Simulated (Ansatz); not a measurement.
**AlB2H6N: vertical energies of changing the electron count**

Wanted for AlB2H6N: vertical energies of changing the electron count. SMILES: B[BH][AlH][NH2].

All numbers are computed with Ansatz 0.2.0, driven from Python. Level of theory: CAM-B3LYP/def2-SVPD.

## Step 1: The structure

Bond lengths: B1–B2 1.617 Å, B2–Al3 2.045 Å, Al3–N4 1.958 Å, B1–H5 1.231 Å, B1–H6 1.201 Å, B2–H7 1.165 Å, Al3–H8 1.580 Å, N4–H9 1.104 Å, N4–H10 0.973 Å. Angles: B1–B2–Al3 119.5°, B1–B2–H7 120.7°, Al3–B2–H7 119.7°, B2–B1–H5 120.0°, B2–B1–H6 123.5°, H5–B1–H6 116.2°, B2–Al3–N4 119.8°, B2–Al3–H8 121.4°, N4–Al3–H8 118.5°, Al3–N4–H9 103.9°, Al3–N4–H10 109.5°, H9–N4–H10 108.2°.

The script holds or builds the structure itself.

## Step 2: Script

Input file alb2h6n.py:

```python
"""Vertical ionisation energy and electron affinity of AlB2H6N."""

import ansatz as az


def energy_of(molecule, charge=0, unpaired=0):
    calc = molecule.calculation().basis(gaussian="def2-SVPD").functional("cam_b3lyp")
    if charge:
        calc = calc.charge(charge)
    if unpaired:
        calc = calc.spin("collinear", total=unpaired)
    return calc.run().report["free_energy_ev"]

alb2h6n = (
    az.Crystal.molecule()
    .atom("B", (-0.2514, 1.0036, -1.5116))
    .atom("B", (-0.4263, -0.5576, -1.1269))
    .atom("Al", (0.0157, -1.1839, 0.7686))
    .atom("N", (0.6995, 0.097, 2.0825))
    .atom("H", (-0.5679, 1.3997, -2.6334))
    .atom("H", (0.0567, 1.8506, -0.7184))
    .atom("H", (-0.7528, -1.3359, -1.9306))
    .atom("H", (-0.0304, -2.7133, 1.1613))
    .atom("H", (-0.1252, 0.8216, 2.2009))
    .atom("H", (1.4652, 0.5672, 1.7105))
)

# delta-SCF style differences, no relaxation
parent = energy_of(alb2h6n, 0, 0)
cation = energy_of(alb2h6n, 1, 1)
print(f"E(N)   = {parent:.5f} eV")
print(f"E(N-1) = {cation:.5f} eV  (1 unpaired)")
print(f"vertical ionisation energy {cation - parent:.3f} eV")
anion = energy_of(alb2h6n, -1, 1)
print(f"E(N+1) = {anion:.5f} eV  (1 unpaired)")
print(f"vertical electron affinity {parent - anion:.3f} eV" + ("" if anion < parent else " (unbound in this basis)"))
print(f"fundamental gap IP - EA = {cation + anion - 2 * parent:.3f} eV")
```

## Step 3: What the engine is handed

The package turns the script's settings into the engine's input (first run):

```yaml
crystal:
  periodic: [false, false, false]
  atoms:
    - { symbol: B, position_ang: [-0.2514, 1.0036, -1.5116] }
    - { symbol: B, position_ang: [-0.4263, -0.5576, -1.1269] }
    - { symbol: Al, position_ang: [0.0157, -1.1839, 0.7686] }
    - { symbol: "N", position_ang: [0.6995, 0.097, 2.0825] }
    - { symbol: H, position_ang: [-0.5679, 1.3997, -2.6334] }
    - { symbol: H, position_ang: [0.0567, 1.8506, -0.7184] }
    - { symbol: H, position_ang: [-0.7528, -1.3359, -1.9306] }
    - { symbol: H, position_ang: [-0.0304, -2.7133, 1.1613] }
    - { symbol: H, position_ang: [-0.1252, 0.8216, 2.2009] }
    - { symbol: H, position_ang: [1.4652, 0.5672, 1.7105] }
basis:
  gaussian:
    orbitals: def2-SVPD
hamiltonian:
  xc: cam_b3lyp
```

## Step 4: Launch

Run with:

```bash
> python alb2h6n.py
```

Standard output:

```text
E(N)   = -9528.23644 eV
E(N-1) = -9519.45774 eV  (1 unpaired)
vertical ionisation energy 8.779 eV
E(N+1) = -9530.70979 eV  (1 unpaired)
vertical electron affinity 2.473 eV
fundamental gap IP - EA = 6.305 eV
```

Wall time 24 s (1 thread of Intel Xeon 6975P-C (Granite Rapids), shared host); peak memory 0.58 GiB.

## Step 5: What changed from run to run

The engine's inputs for the other runs:

Run 2, against run 1:

```diff
@@ -18,0 +19,4 @@
+magnetization:
+  spin_polarized: true
+  initial_magnetization: 1.0
+total_charge: 1.0
```

Run 3, against run 1:

```diff
@@ -18,0 +19,4 @@
+magnetization:
+  spin_polarized: true
+  initial_magnetization: 1.0
+total_charge: -1.0
```

Lines on the test bed's own set-up are left out of the output.

## Step 6: The runs side by side

The 3 runs, in the order started:

```
run              system  unpaired or total moment  energy (eV)  <S²>  SCF cycles  CPU time (s)
  1             AlB2H6N                   not set   -9528.2364  0.00          19           3.1
  2  AlB2H6N, charge +1                         1   -9519.4577  0.77          42            14
  3  AlB2H6N, charge -1                         1   -9530.7098  0.75          25           6.4
```

Totals carry meaning only in balanced differences at one level of theory.

## Step 7: Results

| quantity | value |
| --- | --- |
| vertical ionisation energy | 8.779 eV |
| vertical electron affinity | 2.473 eV |
| runs compared | 3 |

In words: The ionisation energy is a difference of two total energies at the neutral geometry. The anion lies below the neutral molecule at this geometry. At this unrelaxed geometry removing an electron costs 8.78 eV and adding one releases 2.47 eV. The geometry is a force-field or estimated start, not a minimum of this method, and the basis set is short of its limit. All parts are taken at fixed geometry, without zero-point energy. At an unrelaxed start these energies can be a whole eV from those at the minimum, and a small affinity can change sign.
